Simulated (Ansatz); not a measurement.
# FH2O2Si: the cost of one run

Program: Ansatz 0.2.0. Level of theory: UKS PBE-D4/def2-SVP. These are calculated values, not measurements.

### Step 1. The structure to begin with

Bond lengths: O1–Si2 1.587 Å, Si2–O3 1.637 Å, Si2–F4 1.561 Å, O1–H5 0.987 Å, O3–H6 0.955 Å. Angles: O1–Si2–O3 106.6°, O1–Si2–F4 109.2°, O3–Si2–F4 104.9°, Si2–O1–H5 117.7°, Si2–O3–H6 115.5°.

Structure file:

```xyz
6

O    -0.5478    1.2996   -0.5040
Si    0.5495    0.1537   -0.5221
O     0.7913   -0.2854    1.0361
F    -0.0464   -1.1153   -1.2081
H    -1.4099    1.1020   -0.0665
H     0.7053   -1.2187    1.2185
```

### Step 2. End point A

input.yaml

```yaml
crystal:
  periodic: [false, false, false]
  atoms:
    - { symbol: O, position_ang: [-0.5478, 1.2996, -0.504] }
    - { symbol: Si, position_ang: [0.5495, 0.1537, -0.5221] }
    - { symbol: O, position_ang: [0.7913, -0.2854, 1.0361] }
    - { symbol: F, position_ang: [-0.0464, -1.1153, -1.2081] }
    - { symbol: H, position_ang: [-1.4099, 1.102, -0.0665] }
    - { symbol: H, position_ang: [0.7053, -1.2187, 1.2185] }
magnetization:
  spin_polarized: true
  initial_magnetization: 1
basis:
  gaussian: { orbitals: def2-SVP }
hamiltonian:
  xc: pbe
  dispersion: d4
relax:
  f_tol: 0.015
  max_steps: 40
output:
  orbitals: {}
```

The run is started by

```console
$ ansatz run input.yaml --threads 1 --pin off --max-ram 2048MiB --backend cpu --events-out ev --progress --plain --runs-dir out
```

What time and memory should one allow on 1 thread of Arm Neoverse N1, shared host?

About 1.7 min, with a peak of 0.14 GiB.
